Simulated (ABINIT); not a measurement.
Wanted: the native input for an ABINIT 10.8.3 (patched build) run.

```
Task                        : relaxation of cell and atoms
Functional                  : PBE
Potentials or basis         : JTH PAW PBE v2.0
Cutoff                      : 599 eV
k mesh                      : 7 × 7 × 7
Occupations                 : fermi-dirac, width 0.05 eV
Spin                        : no spin polarisation
Cell freedom (optcell)      : 2
Cutoff smearing ecutsm (Ha) : 0.5
Optimiser (ionmov)          : 2
Force stop (Ha/bohr)        : 5e-05
Fine-grid cutoff            : 1197.3 eV
```

Crystal: BiTe.

```
CELL_PARAMETERS angstrom
0.00000 3.23500 3.23500
3.23500 0.00000 3.23500
3.23500 3.23500 0.00000
ATOMIC_POSITIONS crystal
Bi 0.00000 0.00000 0.00000
Te 0.50000 0.50000 0.50000
```

One way to write it, as run:

run.abi

```
# Pseudopotentials
pp_dirpath "./"
pseudos "Bi.GGA_PBE-JTH.xml, Te.GGA_PBE-JTH.xml"

# Structure
acell 3*1.0
rprim
     0.0000000000     6.1132640132     6.1132640132
     6.1132640132     0.0000000000     6.1132640132
     6.1132640132     6.1132640132     0.0000000000
ntypat 2
znucl 83 52
natom 2
typat 1 2
xred
     0.0000000000     0.0000000000     0.0000000000
     0.5000000000     0.5000000000     0.5000000000
chkprim 0
chksymtnons 0
tolsym 1.0e-6

# Plane-wave basis
ecut 22.0
pawecutdg 44.0
pawxcdev 0

# k points
kptopt 1
ngkpt 7 7 7
nshiftk 1
shiftk 0.0 0.0 0.0

# Exchange and correlation
ixc 11

# Bands and occupations
nband 15
occopt 3
tsmear 0.05 eV

# SCF cycle
nstep 100
tolvrs 1.0e-9

# Output
iomode 3
prtwf 0
prtden 0
prteig 0
prtebands 0
enunit 1

# Relaxation
ionmov 2
ntime 60
tolmxf 5.0e-5
optcell 2
dilatmx 1.08
ecutsm 0.5
```

Potentials or basis: JTH PAW PBE v2.0.

Command:

```sh
$ abinit run.abi > log 2>&1
```

Results of the run:

* Relaxed volume: 34.45 Å³/atom
* Relaxed cell: a = 4.602 Å, b = 4.602 Å, c = 4.602 Å, α = 60.00°, β = 60.00°, γ = 60.00°
* Space group after relaxing (to 0.05 Å): Fm-3m (No. 225)
* Energy gained by relaxing: 1.5 meV/atom
* Ionic steps: 4
* Pressure after relaxing: 0.0 GPa
* Band gap on the k mesh: none (metal or under the smearing width)
* Valence electrons inside the program's atomic spheres: Bi 12.11; Te 3.08

Caveat: spin-orbit coupling is left out, which moves the levels of the heavy elements.

It took 100 s on 1 thread of Arm Neoverse V2 (shared host), peak memory 0.18 GiB.
